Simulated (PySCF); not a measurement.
# F3HSn (SnHF3): the cost of one run

Programs: PySCF 2.14.0, with routines of our own; each step states its level. All values are computed. Atoms count from 0.

## 1. The starting structure

5 atoms, charge 0, multiplicity 1; geometry from: GFN2-xTB.

## 2. Relaxing the molecule at PBE0-D3(BJ)/def2-SVP

The job: settings as JSON, then the geometry in Å.

```
{"job": {"xc": "PBE0", "basis": "def2-SVP", "d3": "d3bj", "grid": 1, "maxiter": 30, "shake": 0.03, "kind": "geom"}, "charge": 0, "multiplicity": 1}
Sn     0.062390    -0.078580     0.171020
H     -0.005970    -0.030480     1.824050
F      1.662670     0.002750    -0.700130
F     -0.772570     1.507740    -0.651880
F     -0.871660    -1.511910    -0.705170
```

Launch:

```
OMP_NUM_THREADS=1 python heavy_run.py task.json out
```

The driver reads the jobs from task.json and runs them one after another.

Q: Estimate the wall time and peak memory of this first job on 1 thread of AMD EPYC 7R43, shared host.

About 17 s, with a peak of 0.29 GiB.
